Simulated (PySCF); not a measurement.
The system is OZnH2, in a box.

```xyz
4
Lattice="10.0000 0.0000 0.0000 0.0000 13.0000 0.0000 0.0000 0.0000 11.0000" Properties=species:S:1:pos:R:3 pbc="T T T"
O     5.3572    5.3833    6.2289
Zn    5.0468    6.9529    5.4619
H     4.6688    4.7192    6.1815
H     4.8787    8.3228    4.8391
```

Base run:

| Item | Value |
| --- | --- |
| Program | PySCF 2.14.0 |
| Functional | wB97X |
| Potentials or basis | pob-tzvp-rev2 (all-electron) |
| k mesh | 1 × 1 × 1 |
| Occupations | fixed |
| Spin | no spin polarisation |

Its results: gap between the frontier levels 13.89 eV.

Task: The run is repeated on the same cell with these changes: functional from wB97X to TPSSh. What comes out?

Result: Gap between the frontier levels 7.66 eV.

Caveats: this is a molecule in a periodic box at the Γ point, so its band gap is the HOMO-LUMO gap; the basis of atomic orbitals isn't converged, which shifts pressures, moduli and gaps.

